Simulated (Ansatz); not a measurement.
LiMg₃, space group Fm-3m: relaxations under a series of pressures, run with the Python package of Ansatz (0.2.0).

`limg3.cif`
```cif
data_LiMg3
_cell_length_a 4.926675
_cell_length_b 4.926675
_cell_length_c 4.926675
_cell_angle_alpha 60.00000
_cell_angle_beta 60.00000
_cell_angle_gamma 60.00000
_symmetry_space_group_name_H-M 'P 1'
_symmetry_Int_Tables_number 1
loop_
_symmetry_equiv_pos_as_xyz
'x, y, z'
loop_
_atom_site_label
_atom_site_type_symbol
_atom_site_fract_x
_atom_site_fract_y
_atom_site_fract_z
Li1 Li    0.500000    0.500000    0.500000
Mg2 Mg    0.000000    0.000000    0.000000
Mg3 Mg    0.250000    0.250000    0.250000
Mg4 Mg    0.750000    0.750000    0.750000
```

`limg3_compress.py`:
```python
# -*- coding: utf-8 -*-
"""Cell of LiMg3 under pressure."""

from dataclasses import dataclass

import ansatz as az
from ase.io import read
import numpy as np


@dataclass(frozen=True)
class Settings:
    smearing: str = "Fermi-Dirac"
    sigma: float = 0.1
    mesh: tuple[int, ...] = (6, 6, 6)
    xc: str = "lda"


opts = Settings()

def edges_and_angles(cell):
    cell = np.asarray(cell)
    a, b, c = np.linalg.norm(cell, axis=1)
    cosines = cell[1] @ cell[2] / (b * c), cell[0] @ cell[2] / (a * c), cell[0] @ cell[1] / (a * b)
    return (a, b, c, *np.degrees(np.arccos(cosines)))

atoms = read("limg3.cif")
system = az.Crystal.from_ase(atoms)

job = (
    system.calculation()
    .occupations(opts.smearing, width=opts.sigma)
    .pseudopotentials("paw")
    .kpoints(*opts.mesh)
    .functional(opts.xc)
)

# H = F + PV, with 1 GPa A^3 = 1/160.21766 eV
rows = []
for pressure in [0, 5, 10, 20]:
    out = job.relax(cell=True, pressure=pressure).run(threads=1)
    cell = out.lattice.cell_ang
    n_atoms = len(out.lattice.sites)
    volume = abs(np.linalg.det(cell)) / n_atoms
    enthalpy = out.report["free_energy_ev"] / n_atoms + pressure * volume / 160.21766
    rows.append((pressure, volume, enthalpy, *edges_and_angles(cell)))
    print(f"{pressure} GPa done: {volume:.4f} A^3/atom")

print(" P (GPa)  V (A^3/atom)  H (eV/atom)     a       b       c")
for row in rows:
    print("{:8.1f} {:12.4f} {:14.5f} {:7.4f} {:7.4f} {:7.4f}".format(*row[:6]))
p, v = np.array([row[0] for row in rows], float), np.array([row[1] for row in rows])
print("mean bulk modulus between rows (GPa):", np.round(-np.diff(p) / np.diff(np.log(v)), 1))
```

How far does the cell shrink over this series of pressures, and what bulk modulus does the first step imply?

The volume falls from 20.39 Å³ an atom at 0 GPa to 14.80 at 20 GPa, by 27.4 %. Between 0 and 5 GPa, -V dP/dV is about 42 GPa, a mean over that step.

What the script printed:

Output of `python limg3_compress.py`:
```text
DeckWarning: basis.ecutwfc = 420 eV, auto-derived from the records' recommended cutoffs: set by Li (normal level)
0 GPa done: 20.3866 A^3/atom
5 GPa done: 18.1084 A^3/atom
10 GPa done: 16.6720 A^3/atom
20 GPa done: 14.8048 A^3/atom
 P (GPa)  V (A^3/atom)  H (eV/atom)     a       b       c
     0.0      20.3866    -1476.65408  4.8675  4.8675  4.8675
     5.0      18.1084    -1476.05689  4.6790  4.6790  4.6790
    10.0      16.6720    -1475.51557  4.5518  4.5518  4.5518
    20.0      14.8048    -1474.53811  4.3751  4.3751  4.3751
mean bulk modulus between rows (GPa): [42.2 60.5 84.2]
```
(Warnings from the package without file and line.)

What to keep in mind:
- Total energies depend on the potentials; only differences at equal settings carry meaning.
- At a fixed pressure a relaxation lowers the enthalpy F + PV, while F alone can rise.
- For a metal this k-point mesh is coarse: on a finer one energies can move by several to tens of meV an atom and pressures by half a GPa or more, differences at one mesh by less.
- The structure comes from a database of computed cells and needn't be a stable or known phase.
- Symmetry holds the cell in this phase, whether or not it is the stable one at each pressure.
- Wall time of the script: 23 s on 1 thread of Intel(R) Xeon(R) Processor @ 2.30GHz (shared host), peak memory 0.57 GiB.
